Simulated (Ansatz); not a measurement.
# quartet SnH3O at 6 levels

We compute a comparison of 6 runs (UHF/STO-3G, UHF/3-21G, U-r2SCAN/def2-TZVP, UBLYP/def2-TZVP, UPBE/def2-TZVP, UMP2/def2-TZVP) of quartet SnH3O. 

The results are computed with Ansatz 0.2.0.

28 further runs of the same task are left out: 28 set aside as unsound or not needed. Runs told in other sessions of the task aren't counted.

## Step 1: The structure to begin with

SnH3O has 5 atoms, charge 0, and is taken as a quartet. As SMILES of the parent species, `[OH][SnH2]`. The coordinates come from a PBE0-D4/def2-TZVP relaxation. This is one conformer, not always the lowest. That shape belongs to the parent species and isn't relaxed for this state.

Bond lengths: O1–Sn2 1.976 Å, O1–H3 0.960 Å, Sn2–H4 1.735 Å, Sn2–H5 1.722 Å. Angles: O1–Sn2–H4 106.9°, O1–Sn2–H5 101.9°, Sn2–O1–H3 113.3°, H4–Sn2–H5 111.7°.

## Step 2: A single-point energy at UHF/STO-3G (run 1)

Contents of job.yaml:

```yaml
crystal:
  periodic: [false, false, false]
  atoms:
    - {symbol: O, position_ang: [0.707400, -0.732900, 0.861900]}
    - {symbol: Sn, position_ang: [0.104500, 0.308800, -0.705500]}
    - {symbol: H, position_ang: [0.368600, -1.631300, 0.873200]}
    - {symbol: H, position_ang: [-1.606800, 0.061300, -0.845900]}
    - {symbol: H, position_ang: [0.476300, 1.920400, -0.224900]}
basis:
  gaussian:
    orbitals: STO-3G
accuracy: high
hamiltonian:
  xc: hf
magnetization:
  spin_polarized: true
  initial_magnetization: 3
output: {orbitals: {seedname: orbitals}}
```

On the command line:

```bash
ansatz run job.yaml --threads 1 --pin off --max-ram 2610MiB --events-out events.jsonl --progress --plain --runs-dir runs
```

Output:

```text
Warning: RAYON_NUM_THREADS=1 ignored (pool sized by the plan → 1); use --threads N
Functional definition: HF
  name "HF"
  exchange = exact_x
  correlation = 0
641 factors; integrals over basis functions are off by at most 4.0e-9 eV
mean field evaluation 1: about -164317.6351 eV, gradient 7.7e0 eV
mean field evaluation 2: about -164317.8677 eV, gradient 7.7e0 eV
mean field evaluation 4: about -164318.9952 eV, gradient 1.2e0 eV
mean field evaluation 8: about -164319.0565 eV, gradient 1.7e-1 eV
mean field evaluation 16: about -164319.0618 eV, gradient 1.5e-8 eV
mean field evaluation 32: about -164318.6382 eV, gradient 9.7e-1 eV
mean field -164319.06180556 eV, -6038.6141418939 hartree, gradient 1.6e-8 eV, S^2 3.765608; 1 other end points of the search recorded, 0 dependent functions left out
reference -164319.06180556 eV, -6038.6141418939 hartree; 32, 29 occupied and 3, 6 virtual orbitals, 641 factors
Total energy: -164319.06180556 eV, -6038.6141418939 hartree
```

It took 0.48 s on 1 thread of AMD EPYC 9R45 (Zen 5), shared host; peak memory 0.11 GiB.

## Step 3: A single-point energy at UHF/3-21G (run 2)

Contents of molecule.yaml:

```yaml
basis:
  gaussian: {orbitals: 3-21G-spherical.json}
crystal:
  periodic: [false, false, false]
  atoms:
    - {symbol: O, position_ang: [0.707400, -0.732900, 0.861900]}
    - {symbol: Sn, position_ang: [0.104500, 0.308800, -0.705500]}
    - {symbol: H, position_ang: [0.368600, -1.631300, 0.873200]}
    - {symbol: H, position_ang: [-1.606800, 0.061300, -0.845900]}
    - {symbol: H, position_ang: [0.476300, 1.920400, -0.224900]}
accuracy: high
magnetization: {spin_polarized: true, initial_magnetization: 3}
output: {orbitals: {seedname: orbitals}}
hamiltonian: {xc: hf}
```

The basis set 3-21G is read from a file made from the Basis Set Exchange's data (not shown).

On the command line:

```bash
ansatz run molecule.yaml --threads 1 --pin off --max-ram 2610MiB --events-out events.jsonl --progress --plain --runs-dir runs
```

Output:

```text
Warning: RAYON_NUM_THREADS=1 ignored (pool sized by the plan → 1); use --threads N
[... 4 set-up lines as earlier in the session ...]
898 factors; integrals over basis functions are off by at most 4.8e-9 eV
mean field evaluation 1: about -165229.4292 eV, gradient 2.1e1 eV
mean field evaluation 2: about -165229.7501 eV, gradient 2.1e1 eV
mean field evaluation 4: about -165232.7229 eV, gradient 4.9e0 eV
mean field evaluation 8: about -165234.2067 eV, gradient 7.8e-1 eV
mean field evaluation 16: about -165234.3777 eV, gradient 3.3e-1 eV
mean field evaluation 32: about -165234.0261 eV, gradient 1.1e0 eV
mean field evaluation 64: about -165232.4114 eV, gradient 1.1e1 eV
mean field evaluation 96: about -165231.2506 eV, gradient 1.5e0 eV
mean field evaluation 128: about -165233.8229 eV, gradient 1.6e0 eV
mean field -165234.39531228 eV, -6072.2520278307 hartree, gradient 2.2e-8 eV, S^2 3.759502; 3 other end points of the search recorded, 0 dependent functions left out
reference -165234.39531228 eV, -6072.2520278307 hartree; 32, 29 occupied and 14, 17 virtual orbitals, 898 factors
Total energy: -165234.39531228 eV, -6072.2520278307 hartree
```

It took 1.2 s on 1 thread of AMD EPYC 9R45 (Zen 5), shared host; peak memory 0.18 GiB.

Runs 3 to 4 aren't shown in full; the table further down has their settings and results.

## Step 4: A single-point energy at UPBE/def2-TZVP (core potential) (run 5)

Contents of molecule.yaml:

```yaml
crystal:
  periodic: [false, false, false]
  atoms:
    - {symbol: O, position_ang: [0.707400, -0.732900, 0.861900]}
    - {symbol: Sn, position_ang: [0.104500, 0.308800, -0.705500]}
    - {symbol: H, position_ang: [0.368600, -1.631300, 0.873200]}
    - {symbol: H, position_ang: [-1.606800, 0.061300, -0.845900]}
    - {symbol: H, position_ang: [0.476300, 1.920400, -0.224900]}
basis:
  gaussian:
    orbitals: def2-TZVP
magnetization:
  spin_polarized: true
  initial_magnetization: 3
output: {orbitals: {seedname: orbitals}}
accuracy: high
hamiltonian:
  xc: pbe
```

On the command line:

```bash
ansatz run molecule.yaml --threads 1 --pin off --max-ram 2610MiB --events-out events.jsonl --progress --plain --runs-dir runs
```

Output:

```text
Warning: RAYON_NUM_THREADS=1 ignored (pool sized by the plan → 1); use --threads N
Functional definition: PBE
  name "PBE"
  parameter kappa = 0.804
  parameter beta = 0.06672455060314922
  exchange = pbe_x(kappa = kappa, mu = beta*pi^2/3)
  correlation = pbe_c(beta = beta)
1887 factors; integrals over basis functions are off by at most 3.8e-9 eV
mean field evaluation 1: about -7909.5574 eV, gradient 5.1e1 eV
mean field evaluation 2: about -7741.9955 eV, gradient 1.5e2 eV
mean field evaluation 4: about -7912.1130 eV, gradient 3.3e1 eV
mean field evaluation 8: about -7919.3899 eV, gradient 9.4e-1 eV
mean field evaluation 16: about -7919.3907 eV, gradient 6.2e-3 eV
mean field evaluation 32: about -7919.3907 eV, gradient 1.2e-7 eV
mean field evaluation 64: about -7919.0272 eV, gradient 7.1e-1 eV
mean field -7919.39071844 eV, -291.0322409468 hartree, gradient 2.7e-8 eV, S^2 3.754682; 6 other end points of the search recorded, 0 dependent functions left out
reference -7919.39072250 eV, -291.0322410961 hartree; 18, 15 occupied and 81, 84 virtual orbitals, 1887 factors
Total energy: -7919.39072250 eV, -291.0322410961 hartree
```

It took 5.7 s on 1 thread of AMD EPYC 9R45 (Zen 5), shared host; peak memory 0.31 GiB.

## Step 5: The energy at UMP2/def2-TZVP (core potential) (run 6)

molecule.yaml, as its differences from that of step 4:

```diff
@@ -14,5 +14,5 @@
   initial_magnetization: 3
-output: {orbitals: {seedname: orbitals}}
+correlation:
+  method: mp2
+  frozen_orbitals: {H: 0, O: 1, Sn: 4}
 accuracy: high
-hamiltonian:
-  xc: pbe
```

On the command line:

```bash
ansatz run molecule.yaml --threads 1 --pin off --max-ram 2610MiB --events-out events.jsonl --progress --plain --runs-dir runs
```

Output, cut to the lines that bear on the results:

```text
Warning: RAYON_NUM_THREADS=1 ignored (pool sized by the plan → 1); use --threads N
[... 2 set-up lines as earlier in the session ...]
[...]
1887 factors; integrals over basis functions are off by at most 3.8e-9 eV
[...]
mean field -7885.26833312 eV, -289.7782664153 hartree, gradient 2.1e-8 eV, S^2 3.761581; 5 other end points of the search recorded, 0 dependent functions left out
5 core orbitals not correlated: weight in the atoms' cores, before any rotation towards them, 1.000 or more for the frozen orbitals, at most 0.000 for the correlated occupied ones
reference -7885.26833312 eV, -289.7782664153 hartree; 13, 10 occupied and 81, 84 virtual orbitals, 1887 factors
second order -13.59269227 eV of doubles, -0.00000000 eV of singles
Total energy: -7898.86102539 eV, -290.2777886427 hartree
```

It took 13 s on 1 thread of AMD EPYC 9R45 (Zen 5), shared host; peak memory 0.32 GiB.

## Step 6: The series

| run | level | core potential | frozen core orbitals | energy (Eh) | HOMO energy (eV) | ⟨S²⟩ | wall time |
| --- | --- | --- | --- | --- | --- | --- | --- |
| 1 | UHF/STO-3G | none | – | -6038.614142 | 0.34 | 3.766 | 0.48 s |
| 2 | UHF/3-21G | none | – | -6072.252028 | -4.37 | 3.760 | 1.2 s |
| 3 | U-r2SCAN/def2-TZVP (core potential) | def2-TZVP | – | -291.156453 | -2.46 | 3.761 | 10 s |
| 4 | UBLYP/def2-TZVP (core potential) | def2-TZVP | – | -291.051090 | -2.10 | 3.756 | 5.7 s |
| 5 | UPBE/def2-TZVP (core potential) | def2-TZVP | – | -291.032241 | -2.29 | 3.755 | 5.7 s |
| 6 | UMP2/def2-TZVP (core potential) | def2-TZVP | 5 | -290.277789 | – | 3.762 | 13 s |

## Step 7: Results

| quantity | value |
| --- | --- |
| run 6: total energy | -290.27779 Eh |
| run 6: correlation energy (5 core orbitals frozen) | -499.5 mEh |
| run 6: ⟨S²⟩ of the reference determinant | 3.762 |

**Reading.** Totals of different functionals can't be ranked against each other. Some runs of one species differ in core potentials or relativity; totals across that change don't compare. In run 1 the basis is minimal, so the values are rough. In runs 1, 2 relativity is left out where basis or elements ask for it. All runs together took 36 s, the longest 13 s.
